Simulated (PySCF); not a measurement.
# RhSI: quintet, from a PBE minimum start

Aim: relax RhSI as a quintet from a PBE minimum start, check by its vibrations whether the end is a minimum, and collect its spectrum and constants.

The runs use PySCF 2.14.0; PBE, basis Rh def2-SVP with ECP28, S def2-SVP, I def2-SVP with ECP28, scalar-relativistic core potentials, no spin–orbit coupling, density fitting.

### 1 Where the work starts

3 atoms, charge 0, spin multiplicity 5.

Bond lengths: Rh1–S2 2.148 Å, Rh1–I3 2.583 Å. Angles: S2–Rh1–I3 134.6°.

Coordinates in bohr (charge 0 multiplicity 5):
```
Rh   -1.6676    0.0000   -1.1672
S    -5.4733    0.0000    0.2451
I     2.7549    0.0000    0.8967
```

### 2 The SCF at the typed geometry

One driver script runs all steps and calls PySCF; scf.py shows how it sets up the SCF of each step. The optimiser is the driver's own. After this first run the driver tries any further starts and a stability analysis.

scf.py reads:

```python
from pyscf import gto, scf, dft
mol = gto.M(atom='''
Rh    -0.882468     0.000000    -0.617665
S     -2.896361     0.000000     0.129720
I      1.457814     0.000000     0.474528''',
    basis={'Rh': 'def2-SVP', 'S': 'def2-SVP', 'I': 'def2-SVP'},
    ecp={'Rh': 'def2-SVP', 'I': 'def2-SVP'},
    charge=0, spin=4)
mf = dft.UKS(mol, xc='PBE')
mf.grids.atom_grid = (50, 194)
aux = {'Rh': 'def2-universal-JKFIT', 'S': 'def2-universal-JKFIT', 'I': 'def2-universal-JKFIT'}
mf = mf.density_fit(auxbasis=aux)
mf.conv_tol = 1e-08
mf.diis_space = 10
mf.max_cycle = 60
mf.init_guess = 'minao'
mf.verbose = 4
mf.kernel()
```

On the command line:

```
> OMP_NUM_THREADS=2 python axn.py task.json out
```

The log of the run:

```text
init E= -765.111173294162
[... the frontier-level lines of each cycle are left out ...]
cycle= 1 E= -799.357309482275  delta_E= -34.2  |g|= 3.35  |ddm|= 7.24
cycle= 2 E= -707.929494550747  delta_E= 91.4  |g|= 8.38  |ddm|= 14.3
cycle= 3 E= -805.666528323161  delta_E= -97.7  |g|= 0.877  |ddm|=   13
cycle= 4 E= -803.003819899153  delta_E= 2.66  |g|= 1.82  |ddm|= 3.35
cycle= 5 E= -805.496402868174  delta_E= -2.49  |g|= 0.978  |ddm|= 2.91
cycle= 6 E= -806.048330902608  delta_E= -0.552  |g|= 0.476  |ddm|= 1.51
cycle= 7 E= -806.160754134761  delta_E= -0.112  |g|= 0.102  |ddm|= 0.512
cycle= 8 E= -806.166838070378  delta_E= -0.00608  |g|= 0.0631  |ddm|= 0.268
cycle= 9 E= -806.170125778067  delta_E= -0.00329  |g|= 0.0138  |ddm|= 0.12
cycle= 10 E= -806.170154826883  delta_E= -2.9e-05  |g|= 0.0119  |ddm|= 0.0292
cycle= 11 E= -806.170248399775  delta_E= -9.36e-05  |g|= 0.00251  |ddm|= 0.0135
cycle= 12 E= -806.170252552717  delta_E= -4.15e-06  |g|= 0.000341  |ddm|= 0.00314
cycle= 13 E= -806.170252595597  delta_E= -4.29e-08  |g|= 0.000275  |ddm|= 0.000894
cycle= 14 E= -806.170252638754  delta_E= -4.32e-08  |g|= 7.43e-05  |ddm|= 0.000244
cycle= 15 E= -806.170252642436  delta_E= -3.68e-09  |g|= 5.32e-06  |ddm|= 0.000106
Extra cycle  E= -806.170252641965  delta_E= 4.71e-10  |g|= 2.91e-05  |ddm|= 3.98e-05
converged SCF energy = -806.170252641965  <S^2> = 6.0048967  2S+1 = 5.0019583
```

This step, with its further starts and checks, took 39 s on 2 threads of Arm Neoverse N1, shared host.

Energies from each starting density:

```
                      start  energy (Eh)
    the minimal-basis guess  -806.170253
a thermally smeared density  -806.170253
      a smeared PBE density  -806.170253
```

The test of internal stability and the other starts found no lower solution of this spin.

### 3 Relaxation: PBE minimum start, quintet

The program finds Cs symmetry in the start, which this walk keeps.

Changes to scf.py since step 2:

```diff
@@ -3,3 +3,3 @@
-Rh    -0.882468     0.000000    -0.617665
-S     -2.896361     0.000000     0.129720
-I      1.457814     0.000000     0.474528''',
+Rh    -0.888540     0.000000    -0.620744
+S     -2.902433     0.000000     0.126641
+I      1.451742     0.000000     0.471449''',
@@ -16 +15,0 @@
-mf.init_guess = 'minao'
```

Energy and gradient, step by step:

```
step  energy (Eh)  change (kJ/mol)  largest symmetric gradient (Eh/bohr)
   0  -806.170253             0.00                               0.00058
   1  -806.170263            -0.03                               0.00045
   2  -806.170288            -0.09                               0.00017
   3  -806.170288            -0.09                               0.00009
```

The walk took 14 s.

It settles in Cs symmetry, 0.1 kJ/mol below the start, after 3 steps: Rh–I 2.581 Å, Rh–S 2.147 Å; I–Rh–S 132.6°.

### 4 Hessian and properties

The point is checked on the finer grid, and tightened if its gradient asks for it. The Hessian and the dipole derivatives come from central differences of analytic gradients, with steps of 0.02 bohr.

Changes to scf.py since step 3:

```diff
@@ -3,3 +3,3 @@
-Rh    -0.888540     0.000000    -0.620744
-S     -2.902433     0.000000     0.126641
-I      1.451742     0.000000     0.471449''',
+Rh    -0.882477     0.000000    -0.617625
+S     -2.896368     0.000000     0.129741
+I      1.457841     0.000000     0.474539''',
@@ -10 +10 @@
-mf.grids.atom_grid = (50, 194)
+mf.grids.atom_grid = (75, 302)
@@ -13 +13 @@
-mf.conv_tol = 1e-08
+mf.conv_tol = 1e-10
```

The driver hands on the density of the step before, so the log starts near convergence.

SCF at the final geometry:

```text
init E= -806.170249895311
[... the frontier-level lines of each cycle are left out ...]
cycle= 1 E= -806.170249889762  delta_E= 5.55e-09  |g|= 9.6e-05  |ddm|= 0.00013
cycle= 2 E= -806.170249499991  delta_E= 3.9e-07  |g|= 0.000826  |ddm|= 0.001
cycle= 3 E= -806.170249892746  delta_E= -3.93e-07  |g|= 5.3e-05  |ddm|= 0.000864
cycle= 4 E= -806.170249895406  delta_E= -2.66e-09  |g|= 3.83e-07  |ddm|= 9.34e-05
cycle= 5 E= -806.17024989541  delta_E= -4.09e-12  |g|= 2.72e-08  |ddm|= 5.97e-07
Extra cycle  E= -806.170249895408  delta_E= 2.5e-12  |g|= 6.95e-08  |ddm|= 1.37e-07
converged SCF energy = -806.170249895408  <S^2> = 6.0048979  2S+1 = 5.0019588
```

The whole step took 89 s.

Geometry: Cs; Rh–I 2.583 Å, Rh–S 2.148 Å; I–Rh–S 134.6°.

Modes, for the most abundant isotopes:

```json
{"symmetry": "a'", "ω (cm⁻¹)": "58", "IR (km/mol)": "0.5", "type": "bend"}
{"symmetry": "a'", "ω (cm⁻¹)": "202", "IR (km/mol)": "7.1", "type": "stretch"}
{"symmetry": "a'", "ω (cm⁻¹)": "440", "IR (km/mol)": "5.1", "type": "stretch"}
```

No imaginary mode, so this is a minimum.

Constants and moments:

```yaml
Dipole_moment: 1.34 D
Highest_occupied_level: -5.73 eV
Lowest_empty_level: -5.75 eV
Rotational_constants: 0.4393, 0.02601, 0.02456 cm⁻¹
Zero-point_energy: 4.2 kJ/mol
Principal_polarisabilities: 52.2, 58.2, 160.4 bohr³
Atomisation_energy_without_zero-point_energy: 636 kJ/mol
Principal_traceless_quadrupole_moments_about_the_centre_of_mass: -3.91, 0.32, 3.58 D Å
Entropy_at_298.15_K_and_1_bar_electronic_part_spin_only: 340.7 J/(mol K)
Heat_capacity_Cp_at_298.15_K: 55.0 J/(mol K)
Enthalpy_at_298.15_K_above_0_K: 14.24 kJ/mol
Rotational_symmetry_number: 1
Spin_squared_⟨S²⟩: 6.005
```

Charges (e) and bond orders:

```
atom  Mulliken  Löwdin  polar tensor  spin (Mulliken)  Mayer order to Rh1
 Rh1      0.10   -0.57          0.47             2.16                   –
  S2     -0.03    0.32         -0.17             1.36                1.92
  I3     -0.06    0.25         -0.30             0.47                1.31
```

Outer orbital energies (eV). α occupied: -8.35, -8.17, -7.29, -7.06, -6.98, -6.44, -6.14, -5.73; empty: -2.18, -0.53, 0.38, 0.82. β occupied: -16.55, -8.97, -8.37, -7.79, -7.33, -6.92, -6.78, -6.28; empty: -5.75, -5.24, -4.82, -4.53.

Mulliken populations on Rh1 (outside its core potential): s 2.60, p 6.39, d 7.91, f 0.00.

### 5 Outcome

| quantity | value |
| --- | --- |
| minimum | quintet, Cs |
| geometry | Rh–I 2.583 Å, Rh–S 2.148 Å; I–Rh–S 134.6° |
| wavenumbers (cm⁻¹) | 58 (a'), 202 (a'), 440 (a') |
| dipole moment | 1.34 D |
| highest occupied, lowest empty level (either spin) | -5.73, -5.75 eV |
| polar-tensor charge of Rh1 | +0.47 e |
| zero-point energy | 4.2 kJ/mol |
| entropy at 298.15 K | 340.7 J/(mol K) |
| atomisation energy (no zero-point energy) | 636 kJ/mol |
| ⟨S²⟩ | 6.005 |

**Reading.** The PBE minimum start keeps its Cs symmetry and ends in a minimum. An empty level of one spin lies below a filled level of the other, which hints that a lower spin is more stable. In the infrared the band at 202 cm⁻¹ (a', stretch) leads. Most of the spin sits on Rh1 (Mulliken spin 2.16, against 4 for the whole molecule). Other starts or spin states, not run here, may lie lower. One determinant may miss the lowest occupation of an open d or f shell. With an element this heavy the missing spin–orbit coupling can shift these numbers.

The search up to here took 2.4 min.
